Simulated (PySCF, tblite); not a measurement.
**C₂H₁₀FGe₂N: geometry, infrared bands and NMR shifts**

What infrared bands and NMR shifts should C₂H₁₀FGe₂N (`CN[CH2][Ge@H]([F])[GeH3]`) show?

Programs: tblite 0.8.0 and PySCF 2.14.0, with density-fitted response routines of our own. Each step states its level of theory. These are calculated values for one molecule in the gas phase, unless marked as measured. Atoms are numbered from 0 throughout.

**1. The starting structure**

16 atoms, charge 0, multiplicity 1; geometry from: force field or distance geometry start.

Bonds of the start (Å): C0–N1 1.45, N1–C2 1.47, C2–Ge3 1.93, Ge3–F4 1.77, Ge3–Ge5 2.38, C0–H6 1.11, C0–H7 1.12, C0–H8 1.11, N1–H9 1.04, C2–H10 1.12, C2–H11 1.12, Ge3–H12 1.55, Ge5–H13 1.56, Ge5–H14 1.54, Ge5–H15 1.55.

**2. Relaxing the molecule with GFN2-xTB**

Job settings and geometry (Å):

```
{"job": {"kind": "relax", "xc": "GFN2-xTB", "basis": "xTB"}, "charge": 0, "multiplicity": 1}
C     -2.430000     0.876900    -0.349300
N     -1.129900     0.598700     0.220300
C     -0.687500    -0.762300    -0.129400
Ge     0.993300    -1.160700     0.734800
F      0.814700    -0.981900     2.487400
Ge     2.684600     0.320600    -0.055700
H     -3.201300     0.189200     0.061700
H     -2.732300     1.920700    -0.080700
H     -2.407700     0.787900    -1.456100
H     -0.449600     1.270100    -0.184700
H     -0.561900    -0.849200    -1.234700
H     -1.449100    -1.509600     0.209700
H      1.394500    -2.626900     0.428700
H      4.043100    -0.020700     0.626400
H      2.824300     0.174800    -1.587000
H      2.287300     1.781400     0.297200
```

Command:

```sh
> OMP_NUM_THREADS=1 python probes_run.py task.json out
```

This one command runs all jobs of the session in turn.

**Question.** This job is followed by: GFN2-xTB harmonic vibrations, gas phase; GIAO PBE0/pcSseg-1 NMR shielding, non-relativistic, gas phase. Predict these results of the whole session: strongest single infrared mode (GFN2-xTB); zero-point energy (GFN2-xTB); 13C shifts against TMS (PBE0/pcSseg-1); 1H shifts against TMS (PBE0/pcSseg-1, means over atoms taken as alike); 15N shifts against NH3 (PBE0/pcSseg-1); 73Ge shifts against GeMe4 (PBE0/pcSseg-1); 19F shifts against CFCl3 (PBE0/pcSseg-1).

**Answer**, as computed:

| quantity | value |
| --- | --- |
| strongest single infrared mode (GFN2-xTB) | 1713 cm⁻¹, 660 km/mol |
| zero-point energy (GFN2-xTB) | 69.5 kcal/mol |
| 13C shifts against TMS (PBE0/pcSseg-1) | 48.3, 42.6 ppm |
| 1H shifts against TMS (PBE0/pcSseg-1, means over atoms taken as alike) | 6.76, 3.48, 3.18, 2.63, 2.22, -0.35 ppm |
| 15N shifts against NH3 (PBE0/pcSseg-1) | 53.9 ppm |
| 73Ge shifts against GeMe4 (PBE0/pcSseg-1) | 141, -344 ppm |
| 19F shifts against CFCl3 (PBE0/pcSseg-1) | -232.5 ppm |

What this shows: The optimisation took 166 steps and gained 0.432 eV; among the close pairs (by a distance rule), C2–Ge3 changed most, from 1.931 to 2.004 Å. No mode is imaginary among the 42: a minimum at this level. The strongest single mode, at 1713 cm⁻¹, moves mainly H12. GFN2-xTB is a fitted tight-binding method: band positions and strengths are rough. Its intensities can rank the bands wrongly. At PBE0/pcSseg-1: The widest tensor belongs to Ge3: span 330 ppm, with a paramagnetic part of -1564 ppm. Spin-orbit coupling is left out, which matters for shieldings and couplings at and beside the heavy atoms.
